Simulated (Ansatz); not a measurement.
# FH₄NSi + H₂ + NH₃: a complex and its separated parts, part 2 of 3

Ansatz 0.2.0, Gaussian basis. The steps go on from the part before.

## (11) B3LYP-D4/def2-TZVPP

The inputs:

parta/in.yaml

```yaml
crystal:
  periodic: [false, false, false]
  atoms:
    - {symbol: Si, position_ang: [-1.092593, 0.406456, 1.720936]}
    - {symbol: H, position_ang: [-1.865846, -0.641520, 1.019375]}
    - {symbol: H, position_ang: [-0.826156, 0.107753, 3.145066]}
    - {symbol: N, position_ang: [0.394561, 0.592766, 0.927902]}
    - {symbol: F, position_ang: [-2.022178, 1.714430, 1.714619]}
    - {symbol: H, position_ang: [1.166725, 1.079129, 1.352063]}
    - {symbol: H, position_ang: [0.468441, 0.576200, -0.075576]}
basis:
  gaussian: {orbitals: def2-TZVPP}
hamiltonian: {xc: {name: B3LYP}, dispersion: d4}
```

partb/in.yaml

```yaml
crystal:
  periodic: [false, false, false]
  atoms:
    - {symbol: H, position_ang: [1.383082, -2.622290, -0.296164]}
    - {symbol: H, position_ang: [1.203494, -1.976547, 0.031751]}
basis:
  gaussian: {orbitals: def2-TZVPP}
hamiltonian: {xc: {name: B3LYP}, dispersion: d4}
```

partc/in.yaml

```yaml
crystal:
  periodic: [false, false, false]
  atoms:
    - {symbol: H, position_ang: [-0.098333, 1.010480, -2.639022]}
    - {symbol: N, position_ang: [0.327972, 0.257514, -2.113030]}
    - {symbol: H, position_ang: [1.217889, 0.055274, -2.551723]}
    - {symbol: H, position_ang: [-0.257157, -0.559645, -2.236197]}
basis:
  gaussian: {orbitals: def2-TZVPP}
hamiltonian: {xc: {name: B3LYP}, dispersion: d4}
```

Each run has its own folder and the same command.

Run with:

```bash
ansatz run in.yaml --threads 8 --pin off --events-out ev --progress --plain --max-ram 19148MiB
```

parta printed (excerpt; [...] marks lines left out):

```text
Functional definition: B3LYP
  name "B3LYP"
  cite "Stephens, Devlin, Chabalowski & Frisch, J. Phys. Chem. 98, 11623 (1994) doi:10.1021/j100096a001"
  cite "Becke, Phys. Rev. A 38, 3098 (1988) doi:10.1103/PhysRevA.38.3098"
  cite "Lee, Yang & Parr, Phys. Rev. B 37, 785 (1988) doi:10.1103/PhysRevB.37.785"
  cite "Vosko, Wilk & Nusair, Can. J. Phys. 58, 1200 (1980) doi:10.1139/p80-159"
[...]
838 factors; their error is unknown
[...]
mean field -12155.24576640 eV, -446.6970427936 hartree, gradient 1.8e-5 eV, S^2 0.000000; 0 other end points of the search recorded, 0 dependent functions left out
reference -12155.24598504 eV, -446.6970508286 hartree; 17, 17 occupied and 143, 143 virtual orbitals, 838 factors
Total energy: -12155.39810503 eV, -446.7026411351 hartree
```

Output in partb (excerpt; [...] marks lines left out):

```text
[... 6 set-up lines as earlier in the session ...]
[...]
118 factors; their error is unknown
[...]
mean field -32.10922731 eV, -1.1799923393 hartree, gradient 4.6e-5 eV, S^2 0.000000; 0 other end points of the search recorded, 0 dependent functions left out
reference -32.10936942 eV, -1.1799975615 hartree; 1, 1 occupied and 27, 27 virtual orbitals, 118 factors
Total energy: -32.11252050 eV, -1.1801133619 hartree
```

Output in partc (excerpt; [...] marks lines left out):

```text
[... 6 set-up lines as earlier in the session ...]
[...]
332 factors; their error is unknown
[...]
mean field -1539.85469665 eV, -56.5886163508 hartree, gradient 2.9e-5 eV, S^2 0.000000; 0 other end points of the search recorded, 0 dependent functions left out
reference -1539.85483628 eV, -56.5886214821 hartree; 5, 5 occupied and 68, 68 virtual orbitals, 332 factors
Total energy: -1539.87289672 eV, -56.5892851912 hartree
```

They took 0.5 s (parta), 0.1 s (partb), 0.15 s (partc) on 8 threads of Arm Neoverse V2, shared host.

## (12) r2SCAN0-D4/def2-TZVPP

Each input of step 11 (parta, partb, partc) changes in the same lines:

```diff
-hamiltonian: {xc: {name: B3LYP}, dispersion: d4}
+hamiltonian: {xc: {name: r2SCAN0}, dispersion: d4}
```

Each run has its own folder and the same command.

Run with:

```bash
ansatz run in.yaml --threads 8 --pin off --events-out ev --progress --plain --max-ram 19148MiB
```

Output in parta (excerpt; [...] marks lines left out):

```text
Functional definition: r2SCAN0
  name "r2SCAN0"
  cite "Bursch, Neugebauer, Ehlert & Grimme, J. Chem. Phys. 156, 134105 (2022) doi:10.1063/5.0086040"
[... 3 set-up lines as earlier in the session ...]
[...]
838 factors; their error is unknown
[...]
mean field -12151.16476550 eV, -446.5470687768 hartree, gradient 1.8e-5 eV, S^2 0.000000; 0 other end points of the search recorded, 0 dependent functions left out
reference -12151.16477350 eV, -446.5470690707 hartree; 17, 17 occupied and 143, 143 virtual orbitals, 838 factors
Total energy: -12151.18992422 eV, -446.5479933428 hartree
```

Log of partb (excerpt; [...] marks lines left out):

```text
[... 6 set-up lines as earlier in the session ...]
[...]
118 factors; their error is unknown
[...]
mean field -31.85186793 eV, -1.1705345566 hartree, gradient 1.4e-5 eV, S^2 0.000000; 0 other end points of the search recorded, 0 dependent functions left out
reference -31.85187306 eV, -1.1705347450 hartree; 1, 1 occupied and 27, 27 virtual orbitals, 118 factors
Total energy: -31.85241444 eV, -1.1705546402 hartree
```

Output in partc (excerpt; [...] marks lines left out):

```text
[... 6 set-up lines as earlier in the session ...]
[...]
332 factors; their error is unknown
[...]
mean field -1538.56921774 eV, -56.5413758724 hartree, gradient 4.7e-5 eV, S^2 0.000000; 0 other end points of the search recorded, 0 dependent functions left out
reference -1538.56922283 eV, -56.5413760593 hartree; 5, 5 occupied and 68, 68 virtual orbitals, 332 factors
Total energy: -1538.57222408 eV, -56.5414863534 hartree
```

They took 1 s (parta), 0.25 s (partb), 0.35 s (partc) on 8 threads of Arm Neoverse V2, shared host.

## (13) BHLYP-D4/def2-TZVPP

The same edit goes into each in.yaml of step 12 (parta, partb, partc):

```diff
-hamiltonian: {xc: {name: r2SCAN0}, dispersion: d4}
+hamiltonian: {xc: {name: BHLYP}, dispersion: d4}
```

The same command starts each run, in its folder.

Run with:

```bash
ansatz run in.yaml --threads 8 --pin off --events-out ev --progress --plain --max-ram 19148MiB
```

parta printed (excerpt; [...] marks lines left out):

```text
Functional definition: BHLYP
  name "BHLYP"
  cite "Becke, J. Chem. Phys. 98, 1372 (1993) doi:10.1063/1.464304"
[... 2 set-up lines as earlier in the session ...]
[...]
890 factors; their error is unknown
[...]
mean field -12152.75160022 eV, -446.6053838772 hartree, gradient 6.3e-5 eV, S^2 0.000000; 0 other end points of the search recorded, 0 dependent functions left out
reference -12152.75174847 eV, -446.6053893253 hartree; 17, 17 occupied and 143, 143 virtual orbitals, 890 factors
Total energy: -12152.86176157 eV, -446.6094322321 hartree
```

Output in partb (excerpt; [...] marks lines left out):

```text
[... 5 set-up lines as earlier in the session ...]
[...]
118 factors; their error is unknown
[...]
mean field -31.83805315 eV, -1.1700268725 hartree, gradient 5.6e-5 eV, S^2 0.000000; 0 other end points of the search recorded, 0 dependent functions left out
reference -31.83814871 eV, -1.1700303844 hartree; 1, 1 occupied and 27, 27 virtual orbitals, 118 factors
Total energy: -31.83989230 eV, -1.1700944602 hartree
```

Output in partc (excerpt; [...] marks lines left out):

```text
[... 5 set-up lines as earlier in the session ...]
[...]
346 factors; their error is unknown
[...]
mean field -1538.73561840 eV, -56.5474909838 hartree, gradient 7.6e-5 eV, S^2 0.000000; 0 other end points of the search recorded, 0 dependent functions left out
reference -1538.73571506 eV, -56.5474945359 hartree; 5, 5 occupied and 68, 68 virtual orbitals, 346 factors
Total energy: -1538.74641499 eV, -56.5478877512 hartree
```

Wall times: 0.5 s (parta), 0.1 s (partb), 0.15 s (partc) on 8 threads of Arm Neoverse V2, shared host.

## (14) CAM-B3LYP-D4/def2-TZVPP

The same edit goes into each in.yaml of step 13 (parta, partb, partc):

```diff
-hamiltonian: {xc: {name: BHLYP}, dispersion: d4}
+hamiltonian: {xc: {name: CAM-B3LYP}, dispersion: d4}
```

Each run has its own folder and the same command.

Run with:

```bash
ansatz run in.yaml --threads 8 --pin off --events-out ev --progress --plain --max-ram 19148MiB
```

parta printed (excerpt; [...] marks lines left out):

```text
Functional definition: CAM-B3LYP
  name "CAM-B3LYP"
  cite "Yanai, Tew & Handy, Chem. Phys. Lett. 393, 51 (2004) doi:10.1016/j.cplett.2004.06.011"
  cite "Iikura, Tsuneda, Yanai & Hirao, J. Chem. Phys. 115, 3540 (2001) doi:10.1063/1.1383587"
[... 2 set-up lines as earlier in the session ...]
[...]
  # Exact exchange under (alpha + beta erf(omega r))/r, Becke's under what is left of 1/r.
[...]
838 factors; their error is unknown
213 factors; integrals over basis functions are off by at most 1.4e-5 eV
[...]
mean field -12153.52623287 eV, -446.6338511020 hartree, gradient 4.7e-5 eV, S^2 0.000000; 0 other end points of the search recorded, 0 dependent functions left out
reference -12153.52633907 eV, -446.6338550046 hartree; 17, 17 occupied and 143, 143 virtual orbitals, 838 factors
Total energy: -12153.60369105 eV, -446.6366976375 hartree
```

Log of partb (excerpt; [...] marks lines left out):

```text
[... 6 set-up lines as earlier in the session ...]
[...]
  # Exact exchange under (alpha + beta erf(omega r))/r, Becke's under what is left of 1/r.
[...]
118 factors; their error is unknown
42 factors; integrals over basis functions are off by at most 6.3e-5 eV
[...]
mean field -31.88030410 eV, -1.1715795663 hartree, gradient 6.4e-5 eV, S^2 0.000000; 0 other end points of the search recorded, 0 dependent functions left out
reference -31.88037404 eV, -1.1715821365 hartree; 1, 1 occupied and 27, 27 virtual orbitals, 118 factors
Total energy: -31.88188744 eV, -1.1716377530 hartree
```

Log of partc (excerpt; [...] marks lines left out):

```text
[... 6 set-up lines as earlier in the session ...]
[...]
  # Exact exchange under (alpha + beta erf(omega r))/r, Becke's under what is left of 1/r.
[...]
332 factors; their error is unknown
102 factors; integrals over basis functions are off by at most 1.3e-5 eV
[...]
mean field -1539.00933766 eV, -56.5575499809 hartree, gradient 6.4e-5 eV, S^2 0.000000; 0 other end points of the search recorded, 0 dependent functions left out
reference -1539.00940575 eV, -56.5575524834 hartree; 5, 5 occupied and 68, 68 virtual orbitals, 332 factors
Total energy: -1539.01813042 eV, -56.5578731092 hartree
```

Times: 0.55 s (parta), 0.1 s (partb), 0.15 s (partc) on 8 threads of Arm Neoverse V2, shared host.

## (15) wB97X-V/def2-TZVPP

Each input of step 14 (parta, partb, partc) changes in the same lines:

```diff
-hamiltonian: {xc: {name: CAM-B3LYP}, dispersion: d4}
+hamiltonian: {xc: {name: wB97X-V}}
```

One command serves all of them, each in its own folder.

Run with:

```bash
ansatz run in.yaml --threads 8 --pin off --events-out ev --progress --plain --max-ram 19148MiB
```

Log of parta (excerpt; [...] marks lines left out):

```text
Functional definition: wB97X-V
  name "wB97X-V"
  cite "Mardirossian & Head-Gordon, Phys. Chem. Chem. Phys. 16, 9904 (2014) doi:10.1039/C3CP54374A"
[... 2 set-up lines as earlier in the session ...]
[...]
      + integral(e_c_pw_opposite_spin*poly(b97_u_opposite, cos0, cos1)) + vv10(b, c)
838 factors; their error is unknown
193 factors; integrals over basis functions are off by at most 9.3e-6 eV
[...]
mean field -12151.84136893 eV, -446.5719334942 hartree, gradient 4.1e-5 eV, S^2 0.000000; 0 other end points of the search recorded, 0 dependent functions left out
reference -12151.84136722 eV, -446.5719334312 hartree; 17, 17 occupied and 143, 143 virtual orbitals, 838 factors
Total energy: -12151.84136722 eV, -446.5719334312 hartree
```

Log of partb (excerpt; [...] marks lines left out):

```text
[... 5 set-up lines as earlier in the session ...]
[...]
      + integral(e_c_pw_opposite_spin*poly(b97_u_opposite, cos0, cos1)) + vv10(b, c)
118 factors; their error is unknown
42 factors; integrals over basis functions are off by at most 3.0e-5 eV
[...]
mean field -31.90860052 eV, -1.1726194405 hartree, gradient 8.8e-5 eV, S^2 0.000000; 0 other end points of the search recorded, 0 dependent functions left out
reference -31.90859952 eV, -1.1726194038 hartree; 1, 1 occupied and 27, 27 virtual orbitals, 118 factors
Total energy: -31.90859952 eV, -1.1726194038 hartree
```

Output in partc (excerpt; [...] marks lines left out):

```text
[... 5 set-up lines as earlier in the session ...]
[...]
      + integral(e_c_pw_opposite_spin*poly(b97_u_opposite, cos0, cos1)) + vv10(b, c)
332 factors; their error is unknown
93 factors; integrals over basis functions are off by at most 7.6e-6 eV
[...]
mean field -1539.14323603 eV, -56.5624706553 hartree, gradient 1.3e-5 eV, S^2 0.000000; 0 other end points of the search recorded, 0 dependent functions left out
reference -1539.14323493 eV, -56.5624706149 hartree; 5, 5 occupied and 68, 68 virtual orbitals, 332 factors
Total energy: -1539.14323493 eV, -56.5624706149 hartree
```

Times: 1.2 s (parta), 0.1 s (partb), 0.3 s (partc) on 8 threads of Arm Neoverse V2, shared host.

## (16) wB97M-V/def2-TZVPP

Each input of step 15 (parta, partb, partc) changes in the same lines:

```diff
-hamiltonian: {xc: {name: wB97X-V}}
+hamiltonian: {xc: {name: wB97M-V}}
```

One command serves all of them, each in its own folder.

Run with:

```bash
ansatz run in.yaml --threads 8 --pin off --events-out ev --progress --plain --max-ram 19148MiB
```

Output in parta (excerpt; [...] marks lines left out):

```text
Functional definition: wB97M-V
  name "wB97M-V"
  cite "Mardirossian & Head-Gordon, J. Chem. Phys. 144, 214110 (2016) doi:10.1063/1.4952647"
[... 2 set-up lines as earlier in the session ...]
  # Of w^i u^j: cxij and so on, Table III.
[...]
  gx(w, u) = 1 - cx + cx01*u + cx10*w
[...]
      + integral(e_c_pw_mod_opposite_spin*gos(b97_w_opposite, b97_u_opposite)) + vv10(b, c)
838 factors; their error is unknown
193 factors; integrals over basis functions are off by at most 9.3e-6 eV
[...]
mean field -12152.53969668 eV, -446.5975965656 hartree, gradient 3.0e-5 eV, S^2 0.000000; 0 other end points of the search recorded, 0 dependent functions left out
reference -12152.53973859 eV, -446.5975981058 hartree; 17, 17 occupied and 143, 143 virtual orbitals, 838 factors
Total energy: -12152.53973859 eV, -446.5975981058 hartree
```

Log of partb (excerpt; [...] marks lines left out):

```text
[... 5 set-up lines as earlier in the session ...]
  # Of w^i u^j: cxij and so on, Table III.
[...]
  gx(w, u) = 1 - cx + cx01*u + cx10*w
[...]
      + integral(e_c_pw_mod_opposite_spin*gos(b97_w_opposite, b97_u_opposite)) + vv10(b, c)
118 factors; their error is unknown
42 factors; integrals over basis functions are off by at most 3.0e-5 eV
[...]
mean field -31.60111566 eV, -1.1613195805 hartree, gradient 7.3e-6 eV, S^2 0.000000; 0 other end points of the search recorded, 0 dependent functions left out
reference -31.60113992 eV, -1.1613204719 hartree; 1, 1 occupied and 27, 27 virtual orbitals, 118 factors
Total energy: -31.60113992 eV, -1.1613204719 hartree
```

partc printed (excerpt; [...] marks lines left out):

```text
[... 5 set-up lines as earlier in the session ...]
  # Of w^i u^j: cxij and so on, Table III.
[...]
  gx(w, u) = 1 - cx + cx01*u + cx10*w
[...]
      + integral(e_c_pw_mod_opposite_spin*gos(b97_w_opposite, b97_u_opposite)) + vv10(b, c)
332 factors; their error is unknown
93 factors; integrals over basis functions are off by at most 7.6e-6 eV
[...]
mean field -1538.84209914 eV, -56.5514040787 hartree, gradient 5.5e-5 eV, S^2 0.000000; 0 other end points of the search recorded, 0 dependent functions left out
reference -1538.84212601 eV, -56.5514050662 hartree; 5, 5 occupied and 68, 68 virtual orbitals, 332 factors
Total energy: -1538.84212601 eV, -56.5514050662 hartree
```

Wall times: 1.4 s (parta), 0.15 s (partb), 0.3 s (partc) on 8 threads of Arm Neoverse V2, shared host.

## (17) B2PLYP/def2-TZVPP

Each input of step 16 (parta, partb, partc) changes in the same lines:

```diff
-hamiltonian: {xc: {name: wB97M-V}}
+hamiltonian: {xc: {name: B2PLYP}}
```

One command serves all of them, each in its own folder.

Run with:

```bash
ansatz run in.yaml --threads 8 --pin off --events-out ev --progress --plain --max-ram 19148MiB
```

Output in parta (excerpt; [...] marks lines left out):

```text
Functional definition: B2PLYP
  name "B2PLYP"
  cite "Grimme, J. Chem. Phys. 124, 034108 (2006) doi:10.1063/1.2148954"
[... 2 set-up lines as earlier in the session ...]
[...]
944 factors; integrals over basis functions are off by at most 9.7e-4 eV
[...]
mean field -12143.46360527 eV, -446.2640563586 hartree, gradient 1.9e-6 eV, S^2 0.000000; 0 other end points of the search recorded, 0 dependent functions left out
7 core orbitals not correlated: weight in the atoms' cores, before any rotation towards them, 1.000 or more for the frozen orbitals, at most 0.000 for the correlated occupied ones
reference -12143.46374361 eV, -446.2640614423 hartree; 10, 10 occupied and 143, 143 virtual orbitals, 944 factors
second order -19.24377907 eV of doubles, -0.00000000 eV of singles
Total energy: -12148.65956396 eV, -446.4550043183 hartree
```

Output in partb (excerpt; [...] marks lines left out):

```text
[... 5 set-up lines as earlier in the session ...]
[...]
145 factors; integrals over basis functions are off by at most 7.3e-4 eV
[...]
mean field -31.55849291 eV, -1.1597532232 hartree, gradient 1.0e-6 eV, S^2 0.000000; 0 other end points of the search recorded, 0 dependent functions left out
reference -31.55858232 eV, -1.1597565091 hartree; 1, 1 occupied and 27, 27 virtual orbitals, 145 factors
second order -1.02366367 eV of doubles, -0.00000000 eV of singles
Total energy: -31.83497151 eV, -1.1699136245 hartree
```

Output in partc (excerpt; [...] marks lines left out):

```text
[... 5 set-up lines as earlier in the session ...]
[...]
416 factors; integrals over basis functions are off by at most 1.3e-3 eV
[...]
mean field -1536.38012062 eV, -56.4609280368 hartree, gradient 9.9e-6 eV, S^2 0.000000; 0 other end points of the search recorded, 0 dependent functions left out
1 core orbitals not correlated: weight in the atoms' cores, before any rotation towards them, 1.000 or more for the frozen orbitals, at most 0.000 for the correlated occupied ones
reference -1536.38021085 eV, -56.4609313529 hartree; 4, 4 occupied and 68, 68 virtual orbitals, 416 factors
second order -7.62099121 eV of doubles, -0.00000000 eV of singles
Total energy: -1538.43787848 eV, -56.5365492435 hartree
```

They took 0.8 s (parta), 0.1 s (partb), 0.2 s (partc) on 8 threads of Arm Neoverse V2, shared host.

## (18) PBE-QIDH/def2-TZVPP

The same edit goes into each in.yaml of step 17 (parta, partb, partc):

```diff
-hamiltonian: {xc: {name: B2PLYP}}
+hamiltonian: {xc: {name: PBE-QIDH}}
```

The same command starts each run, in its folder.

Run with:

```bash
ansatz run in.yaml --threads 8 --pin off --events-out ev --progress --plain --max-ram 19148MiB
```

Output in parta (excerpt; [...] marks lines left out):

```text
Functional definition: PBE-QIDH
  name "PBE-QIDH"
  cite "Brémond, Sancho-García, Pérez-Jiménez & Adamo, J. Chem. Phys. 141, 031101 (2014) doi:10.1063/1.4890314"
[... 1 set-up line as earlier in the session ...]
[...]
944 factors; integrals over basis functions are off by at most 9.7e-4 eV
[...]
mean field -12138.05650476 eV, -446.0653490798 hartree, gradient 2.1e-6 eV, S^2 0.000000; 0 other end points of the search recorded, 0 dependent functions left out
7 core orbitals not correlated: weight in the atoms' cores, before any rotation towards them, 1.000 or more for the frozen orbitals, at most 0.000 for the correlated occupied ones
reference -12138.05651529 eV, -446.0653494666 hartree; 10, 10 occupied and 143, 143 virtual orbitals, 944 factors
second order -17.95660132 eV of doubles, -0.00000000 eV of singles
Total energy: -12144.04204906 eV, -446.2853137756 hartree
```

partb printed (excerpt; [...] marks lines left out):

```text
[... 4 set-up lines as earlier in the session ...]
[...]
145 factors; integrals over basis functions are off by at most 7.3e-4 eV
[...]
mean field -31.52725248 eV, -1.1586051586 hartree, gradient 1.4e-6 eV, S^2 0.000000; 0 other end points of the search recorded, 0 dependent functions left out
reference -31.52725890 eV, -1.1586053945 hartree; 1, 1 occupied and 27, 27 virtual orbitals, 145 factors
second order -0.95920522 eV of doubles, -0.00000000 eV of singles
Total energy: -31.84699397 eV, -1.1703554417 hartree
```

partc printed (excerpt; [...] marks lines left out):

```text
[... 4 set-up lines as earlier in the session ...]
[...]
416 factors; integrals over basis functions are off by at most 1.3e-3 eV
[...]
mean field -1535.33269900 eV, -56.4224360022 hartree, gradient 2.2e-6 eV, S^2 0.000000; 0 other end points of the search recorded, 0 dependent functions left out
1 core orbitals not correlated: weight in the atoms' cores, before any rotation towards them, 1.000 or more for the frozen orbitals, at most 0.000 for the correlated occupied ones
reference -1535.33270576 eV, -56.4224362508 hartree; 4, 4 occupied and 68, 68 virtual orbitals, 416 factors
second order -7.10226167 eV of doubles, -0.00000000 eV of singles
Total energy: -1537.70012632 eV, -56.5094373516 hartree
```

Times: 0.85 s (parta), 0.1 s (partb), 0.2 s (partc) on 8 threads of Arm Neoverse V2, shared host.

[end of part 2 of 3]
